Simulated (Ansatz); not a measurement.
I need harmonic frequencies at the relaxed geometry of BrMg. Use the Python package of Ansatz (0.2.0). Level of theory (for the species named): PBE0, def2-SVP basis, multiplicity 2, D4 dispersion.

```yaml
atoms:
  - { symbol: Mg, position_ang: [0.0000, 0.0000, 0.0000] }
  - { symbol: Br, position_ang: [0.0000, 0.0000, 2.4700] }
```

The script, `freq.py`:
```python
'''Harmonic frequencies of BrMg at its relaxed geometry.'''

import ansatz as az
import numpy as np

brmg = (
    az.Crystal.molecule()
    .atom('Mg', [0.0, 0.0, 0.0])
    .atom('Br', [0.0, 0.0, 2.47])
)

setup = brmg.calculation()
setup = setup.basis(gaussian='def2-SVP')
setup = setup.functional('PBE0', dispersion='d4')
setup = setup.spin('collinear', total=1)
symbols = [site.symbol for site in brmg.cartesian_sites]
start = np.array([site.position_ang for site in brmg.cartesian_sites], dtype=float)
r = setup.relax(force_tolerance=0.003, max_steps=100).run().report
end = np.array(r['positions_ang'])

print('final positions (A) and the move of each atom')
for symbol, xyz, old in zip(symbols, end, start):
    print(f'{symbol:2s} {xyz[0]:10.5f} {xyz[1]:10.5f} {xyz[2]:10.5f}   {np.linalg.norm(xyz - old):7.4f}')

# frequencies need a stationary point, so they are taken at the relaxed geometry
minimum = az.Crystal.molecule()
for symbol, place in zip(symbols, end):
    minimum = minimum.atom(symbol, place.tolist())
vibrating = (
    minimum.calculation()
    .basis(gaussian='def2-SVP')
    .functional('PBE0', dispersion='d4')
    .spin('collinear', total=1)
    .phonons(temperatures=(298.15, 498.15, 100))
)
vib = vibrating.run().report['vibrations']
sums = vib['harmonic_sums']
modes = [m['omega_inv_cm'] for m in sums['modes_at_gamma'] if m['rigid_motion'] == 'no']
for number, w in enumerate(modes, start=1):
    print(f'mode {number:2d} {w:9.1f} 1/cm {w / 8065.544 * 1000:8.2f} meV')
print('imaginary modes:', sum(w < 0 for w in modes), ' zero-point energy:', round(sums['zero_point_energy_ev'], 4), 'eV')
print('T (K)   F_vib (eV)   S_vib (meV/K)   C_vib (meV/K)')
for row in zip(sums['temperatures_k'], sums['vibrational_free_energy_ev'], vib['entropy_ev_per_k'], vib['heat_capacity_ev_per_k']):
    print(f'{row[0]:6.1f} {row[1]:11.4f} {1000 * row[2]:13.4f} {1000 * row[3]:15.4f}')
```

```console
$ python freq.py
final positions (A) and the move of each atom
Mg   -0.00000   -0.00000    0.03994    0.0399
Br    0.00000    0.00000    2.43006    0.0399
mode  1     361.1 1/cm    44.77 meV
imaginary modes: 0  zero-point energy: 0.0224 eV
T (K)   F_vib (eV)   S_vib (meV/K)   C_vib (meV/K)
 298.1      0.0174        0.0485          0.0673
 398.1      0.0115        0.0691          0.0749
 498.1      0.0037        0.0864          0.0788
```

The frequencies are harmonic and unscaled, in a modest basis. The run takes the species as open-shell (spin multiplicity 2), which needn't be its ground state. The spin state was assumed, and another may lie lower. It ran for 23 s on 1 thread of Arm Neoverse V2, on a shared host, peak memory 0.21 GiB.
